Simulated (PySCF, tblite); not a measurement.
**C3H10B2OS: geometry, infrared bands and NMR shifts**

Wanted: the infrared bands and NMR shifts of C3H10B2OS (`B[C@H](BSC)OC`), by calculation.

Computed with tblite 0.8.0 and PySCF 2.14.0, with density-fitted response routines of our own, on a single molecule in the gas phase. Atoms count from 0, in the outputs and in this text.

## 1. The starting structure

17 atoms, charge 0, multiplicity 1; geometry from: force field or distance geometry start.

Bonds of the start (Å): B0–C1 1.60, C1–B2 1.60, B2–S3 1.88, S3–C4 1.83, C1–O5 1.41, O5–C6 1.41, B0–H7 1.18, B0–H8 1.18, C1–H9 1.12, B2–H10 1.18, C4–H11 1.11, C4–H12 1.11, C4–H13 1.10, C6–H14 1.11, C6–H15 1.10, C6–H16 1.11.

## 2. Optimising the geometry with GFN2-xTB

Job settings and geometry (Å):

```
{"job": {"kind": "relax", "xc": "GFN2-xTB", "basis": "xTB"}, "charge": 0, "multiplicity": 1}
B     -0.190800     0.407300     1.851900
C     -0.625800     0.172800     0.330300
B      0.559400     0.704700    -0.596300
S      1.468600    -0.466300    -1.756800
C      2.729800    -0.905000    -0.501700
O     -1.820900     0.882200     0.084000
C     -2.609900     0.201700    -0.862400
H     -0.056000    -0.503100     2.588000
H     -0.020200     1.504400     2.257400
H     -0.732200    -0.935600     0.212500
H      0.840400     1.851500    -0.587400
H      3.442600    -1.625600    -0.956100
H      3.282500     0.006200    -0.185300
H      2.259600    -1.379200     0.372100
H     -3.494800     0.835700    -1.100200
H     -2.055500     0.017800    -1.792200
H     -2.983900    -0.757400    -0.434900
```

Started as:

```console
$ OMP_NUM_THREADS=1 python probes_run.py task.json out
```

This one command runs all jobs of the session in turn.

**Question.** This job is followed by: GFN2-xTB harmonic vibrations, gas phase; GIAO PBE0/pcSseg-1 NMR shielding, non-relativistic, gas phase. What will the session give for the following? strongest single infrared mode (GFN2-xTB); zero-point energy (GFN2-xTB); 13C shifts against TMS (PBE0/pcSseg-1); 1H shifts against TMS (PBE0/pcSseg-1, means over atoms taken as alike); 11B shifts against BF3·OEt2 (PBE0/pcSseg-1); 33S shifts against CS2 (PBE0/pcSseg-1); 17O shifts against H2O (PBE0/pcSseg-1); surface potential, 1st and 99th percentile.

As calculated:

```
                                                              quantity                             value
                             strongest single infrared mode (GFN2-xTB)             1026 cm⁻¹, 151 km/mol
                                          zero-point energy (GFN2-xTB)                     80.9 kcal/mol
                                13C shifts against TMS (PBE0/pcSseg-1)             108.8, 63.7, 19.2 ppm
1H shifts against TMS (PBE0/pcSseg-1, means over atoms taken as alike)  7.58, 7.20, 5.17, 3.56, 2.53 ppm
                           11B shifts against BF3·OEt2 (PBE0/pcSseg-1)                    82.2, 70.0 ppm
                                33S shifts against CS2 (PBE0/pcSseg-1)                           125 ppm
                                17O shifts against H2O (PBE0/pcSseg-1)                          42.8 ppm
                                 surface potential, 1st and 99th percentile                -1.58 V and 1.27 V
```

What this shows: Over 141 steps the energy fell by 1.170 eV; of the close pairs, B2–S3 changed most, 1.883 to 1.754 Å. No mode is imaginary among the 45: a minimum at this level. The strongest single mode, at 1026 cm⁻¹, is carried by H9, C1, H10. Unscaled tight-binding wavenumbers are off by several per cent, some by more. Its intensities can rank the bands wrongly. The most deshielded carbon is C1 (sp3 CH bonded to 2 B and O), at 108.8 ppm: deshielded by the electronegative neighbour. At PBE0/pcSseg-1: The largest span, 500 ppm, is at S3, where the paramagnetic term is -680 ppm. By nearest atom (PBE0/pcSseg-1), the HOMO sits on O5 56 %; C1 8 % and the LUMO on B0 33 %; B2 20 %.
